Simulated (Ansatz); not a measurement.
# BH₂Se radical (SMILES B[Se]): one structure at several levels

Aim: energy, forces and dipole at a structure displaced at random from a GFN2-xTB minimum, from CCSD(T) and from density functionals.

Computed with Ansatz 0.2.0, Gaussian basis. Level: single points in def2-TZVPP.

Correlated methods freeze the cores. Filled d shells of the heavier atoms are correlated. Orbitals are unrestricted.

### Step 1. The starting structure

4 atoms, charge 0, spin multiplicity 2.

Atoms are counted from 1 here; the program's logs count them from 0.

Bond lengths: B1–Se2 1.858 Å, B1–H3 1.167 Å, B1–H4 1.172 Å. Angles: Se2–B1–H3 118.7°, Se2–B1–H4 121.2°, H3–B1–H4 120.1°.

Geometry (Å):

```xyz
4
BH2Se
B    -0.1524    0.0433   -0.0665
Se    1.4660   -0.3397    0.7630
H    -1.0891   -0.5972    0.2078
H    -0.2384    0.8978   -0.8647
```

### Step 2. CCSD(T)/def2-TZVPP

The input, run/in.yaml:

```yaml
crystal:
  periodic: [false, false, false]
  atoms:
    - {symbol: B, position_ang: [-0.152400, 0.043300, -0.066500]}
    - {symbol: Se, position_ang: [1.466000, -0.339700, 0.763000]}
    - {symbol: H, position_ang: [-1.089100, -0.597200, 0.207800]}
    - {symbol: H, position_ang: [-0.238400, 0.897800, -0.864700]}
basis:
  gaussian: {orbitals: def2-TZVPP}
magnetization: {spin_polarized: true, initial_magnetization: 1}
correlation: {method: ccsd_t}
scf: {omitted_lower_state_checks: [cluster_reference]}
output: {forces: true}
```

The command line of these runs was not kept.

### Step 3. PBE0-D4/def2-TZVPP

run/in.yaml: that of step 2 with these lines changed.

```diff
@@ -10,4 +10,3 @@
 magnetization: {spin_polarized: true, initial_magnetization: 1}
-correlation: {method: ccsd_t}
-scf: {omitted_lower_state_checks: [cluster_reference]}
-output: {forces: true}
+hamiltonian: {xc: pbe0, dispersion: d4}
+output: {forces: true, orbitals: {seedname: orbitals}}
```

### Step 4. wB97M-V/def2-TZVPP

run/in.yaml: that of step 3 with these lines changed.

```diff
@@ -10,3 +10,3 @@
 magnetization: {spin_polarized: true, initial_magnetization: 1}
-hamiltonian: {xc: pbe0, dispersion: d4}
-output: {forces: true, orbitals: {seedname: orbitals}}
+hamiltonian: {xc: {name: wB97M-V}}
+output: {forces: true}
```

### Step 5. r2SCAN-D4/def2-TZVPP

run/in.yaml: that of step 4 with these lines changed.

```diff
@@ -10,3 +10,3 @@
 magnetization: {spin_polarized: true, initial_magnetization: 1}
-hamiltonian: {xc: {name: wB97M-V}}
+hamiltonian: {xc: r2scan, dispersion: d4}
 output: {forces: true}
```

### Step 6. PBE-D4/def2-TZVPP

run/in.yaml: that of step 5 with these lines changed.

```diff
@@ -10,3 +10,3 @@
 magnetization: {spin_polarized: true, initial_magnetization: 1}
-hamiltonian: {xc: r2scan, dispersion: d4}
+hamiltonian: {xc: pbe, dispersion: d4}
 output: {forces: true}
```

### Step 7. BLYP-D4/def2-TZVPP

run/in.yaml: that of step 6 with these lines changed.

```diff
@@ -10,3 +10,3 @@
 magnetization: {spin_polarized: true, initial_magnetization: 1}
-hamiltonian: {xc: pbe, dispersion: d4}
+hamiltonian: {xc: {name: BLYP}, dispersion: d4}
 output: {forces: true}
```

### Step 8. B97M-V/def2-TZVPP

run/in.yaml: that of step 7 with these lines changed.

```diff
@@ -10,3 +10,3 @@
 magnetization: {spin_polarized: true, initial_magnetization: 1}
-hamiltonian: {xc: {name: BLYP}, dispersion: d4}
+hamiltonian: {xc: {name: B97M-V}}
 output: {forces: true}
```

(Steps that only read results are left out.)

Before running it: what results should come out? Wanted: energy less free atoms, CCSD(T)/def2-TZVPP; RMS force component; RMS force error; HOMO and LUMO, PBE0-D4; T1 diagnostic.

As calculated:

| quantity | value |
| --- | --- |
| energy less free atoms, CCSD(T)/def2-TZVPP | -1120.1 kJ/mol |
| RMS force component | 0.212 to 0.392 eV/Å over the methods |
| RMS force error | PBE0-D4 0.145, wB97M-V 0.091, r2SCAN-D4 0.170, PBE-D4 0.225, BLYP-D4 0.091, B97M-V 0.184 eV/Å |
| HOMO and LUMO, PBE0-D4 | -7.84 and -4.25 eV |
| T1 diagnostic | 0.016 |

What this shows: Against CCSD(T) the functionals' energies less atoms differ by -57.5 to -33.7 kJ/mol, PBE-D4 by -57.5 kJ/mol. CCSD(T) in triple zeta still lacks some correlation energy of the bonds, so part of these gaps is its own basis error and they don't rank the functionals. The forces of BLYP-D4 come nearest to CCSD(T), those of PBE-D4 are farthest. Frozen-core CCSD(T) forces in triple zeta carry basis errors of their own, and this is one geometry, so small gaps rank nothing.
